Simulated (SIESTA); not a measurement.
TiCo2:

```
Co Ti
1.0
     0.00000    3.35200    3.35200
     3.35200    0.00000    3.35200
     3.35200    3.35200    0.00000
Co Ti
4 2
Direct
  0.12500 0.62500 0.12500
  0.12500 0.12500 0.62500
  0.62500 0.12500 0.12500
  0.12500 0.12500 0.12500
  0.75000 0.75000 0.75000
  0.50000 0.50000 0.50000
```

| Property | Result |
| --- | --- |
| Program | SIESTA 5.4.2 |
| Task | single point |
| Functional | PBEsol |
| Potentials or basis | PseudoDojo 0.4 standard (PBEsol files) |
| Basis | DZP (energy shift 0.003 Ry; two zetas on semicore shells) |
| Grid cutoff | 800 Ry |
| Energy shift | 0.003 Ry |
| k mesh | 7 × 7 × 7 |
| Occupations | fermi-dirac, width 0.05 eV |
| Spin | collinear spin, ferromagnetic start |
| Starting moments | [2.0, 2.0, 2.0, 2.0, 1.0, 1.0] μB |

On this cell: pressure -12.5 GPa; largest force zero by symmetry; net moment 2.20 μB per cell; site moments Co +0.80; Ti -0.51 μB; band gap on the k mesh none (metal or under the smearing width).

The same run follows on a disturbed copy (atoms moved at random, drawn with an rms of 0.05 Å):

```xyz
6
Lattice="0.0000 3.3520 3.3520 3.3520 0.0000 3.3520 3.3520 3.3520 0.0000" Properties=species:S:1:pos:R:3 pbc="T T T"
Co    2.5248    0.8174    2.5240
Co    2.5210    2.5197    0.7999
Co    0.8272    2.5715    2.4520
Co    0.8224    0.8453    0.8280
Ti    5.0233    5.0587    5.0238
Ti    3.3294    3.2969    3.3192
```

Q: What changes?

A: The energy (extrapolated to zero smearing) moves by +9.0 meV/atom; pressure -12.1 GPa; largest force 0.930 eV/Å; net moment 2.18 μB per cell; site moments Co +0.80, +0.78, +0.79; Ti -0.49, -0.51 μB; band gap on the k mesh none (metal or under the smearing width).

Forces in eV/Å, atoms in the order of the input:
```
Co  -0.549  0.598 -0.453
Co  -0.031 -0.350  0.265
Co   0.329 -0.436  0.094
Co   0.263  0.012  0.204
Ti  -0.068 -0.286 -0.166
Ti   0.058  0.464  0.056
```

Stress tensor (GPa, compression positive):
```
-12.07  -0.29  -0.64
 -0.29 -12.07  -0.24
 -0.64  -0.24 -12.14
```

Caveats: short orbitals over semicore shells can move pressures by several GPa; the basis of atomic orbitals isn't converged, which shifts pressures, moduli and gaps.
